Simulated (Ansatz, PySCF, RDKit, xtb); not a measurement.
**Which structure has the formula CH5NTe?**

Only the formula CH5NTe is given. Aim: find the structure of lowest free energy at 1000 K, then its properties.

The funnel: GFN2-xTB relaxations, single points with a density functional, relaxations at BLYP-D3(BJ)/def2-SVP, harmonic vibrations, and a last energy at a higher level. All values are calculated.

6 further runs of the same task are left out: 6 set aside as unsound or not needed.

## 1. Drawing up candidates

A program enumerates the bonding patterns with one Lewis structure each (two rings at most, one unusual centre or charged pair), with their diastereomers. O–O, O–halogen and N–halogen bonds and N–N–N chains are not drawn. That gives 8 candidates.

| label | SMILES | spin |
| --- | --- | --- |
| c034 | C[NH2+][Te-] | singlet |
| c112 | C[TeH]=N | singlet |
| c214 | CN[TeH] | singlet |
| c242 | NC[TeH] | singlet |
| c490 | [CH2-][NH2+][TeH] | singlet |
| c610 | [NH3+][CH-][TeH] | singlet |
| c632 | C=[TeH]N | singlet |
| c970 | C[Te]N | singlet |

Candidates are built by distance geometry, with a force field where one applies, in up to four conformers (letters a to d). 6 starts with atoms placed at random are added, to find patterns that the rules miss.

Q: Predict the outcome of this search (final energies at CCSD(T)/def2-TZVP).

| quantity | value |
| --- | --- |
| lowest structure found | C[Te]N, singlet, Cs |
| next finalist | NC[TeH], singlet, 5.8 kcal/mol higher in G |
| share at equilibrium, among the finalists | 94.3 % |
| harmonic wavenumbers, lowest and highest (BLYP-D3(BJ)/def2-SVP) | 91 and 3453 cm⁻¹ |
| rotational constants, same geometry | 0.3021, 0.1819, 0.1184 cm⁻¹ |
| dipole moment (PBE0/def2-TZVPD) | 2.10 D |
| HOMO energy (PBE0/def2-TZVPD) | -5.97 eV |
| LUMO energy (PBE0/def2-TZVPD) | -1.10 eV |
| HOMO–LUMO gap (PBE0/def2-TZVPD) | 4.88 eV |
| lowest excitation (TD-CAM-B3LYP/def2-SVPD) | 3.48 eV (f = 0.000) |
| lowest triplet excitation, same level, Tamm-Dancoff | 2.85 eV |
| vertical ionisation energy | 8.08 eV |
| vertical electron affinity | -0.29 eV (unbound: the value depends on the basis) |
| vertical triplet less singlet | +2.84 eV |

The lowest structure found is `C[Te]N`. Among the finalists first place is clear (5.8 kcal/mol); structures outside the list aren't covered. HF/STO-3G, r2SCAN-D4/def2-SVP, BLYP-D3(BJ)/def2-SVP and MP2/def2-TZVP already put its bonding pattern lowest among the structures in one piece; GFN2-xTB favours the singlet CN[TeH]; HF/def2-TZVP favours the singlet [CH3][NH2][Te] ‡. Spin-orbit coupling, which matters for elements this heavy, is left out. The search is not exhaustive (a finite list of starts, one conformer a finalist), so a lower isomer can't be ruled out. Patterns outside the rules of the enumeration were met only by chance.

‡ marks the bonded skeleton alone, with all bonds drawn single: no Lewis structure was assigned that passes a check against the bond lengths.
